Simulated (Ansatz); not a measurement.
Crystal: BiTe.

```
Bi Te
1.0
     2.42271    1.39875    3.31729
    -2.42271    1.39875    3.31729
     0.00000   -2.79750    3.31729
Bi Te
1 1
Direct
  0.50000 0.50000 0.50000
  0.00000 0.00000 0.00000
```

The cell comes from a database or a generator and needn't be the stable form of this composition.

```yaml
Program: Ansatz 0.2.0
Task: relaxation of cell and atoms
Functional: PBEsol
Dispersion: D4
Potentials_or_basis: Ansatz PAW
Cutoff: "420 eV (not typed: the program's choice for these potentials)"
k_mesh: 7 × 7 × 7
Occupations: fermi-dirac, width 0.05 eV
Spin: no spin polarisation
```

At the start: volume 33.72 Å³/atom.

Q: How do energy, volume and symmetry change on relaxing?

A: It ends after 7 steps and the volume is 30.86 Å³/atom (-8.5 %); space group R-3m (No. 166, to 0.05 Å).

Step by step:
```csv
step,energy change (eV),largest force (eV/Å),volume (Å³)
1,0.0000,0.0000,67.45
2,-0.0457,0.0000,60.43
3,-0.0624,0.0000,62.64
4,-0.0645,0.0000,62.30
5,-0.0662,0.0000,61.66
6,-0.0663,0.0000,61.73
7,-0.0654,0.0000,61.73
```

Final structure:
```
Bi Te
1.0
     2.40666    1.38949    3.07651
    -2.40666    1.38949    3.07651
     0.00000   -2.77897    3.07651
Bi Te
1 1
Direct
  0.50000 0.50000 0.50000
  0.00000 0.00000 0.00000
```

Caveat: the plane-wave basis is chosen anew once the cell has moved, so the energies of steps on either side of that aren't comparable; pairwise dispersion overbinds metals, which lowers pressure and volume; the PAW data sets come from PBE, with cores solved anew for the run's functional, which leaves a small shift of forces and pressure.
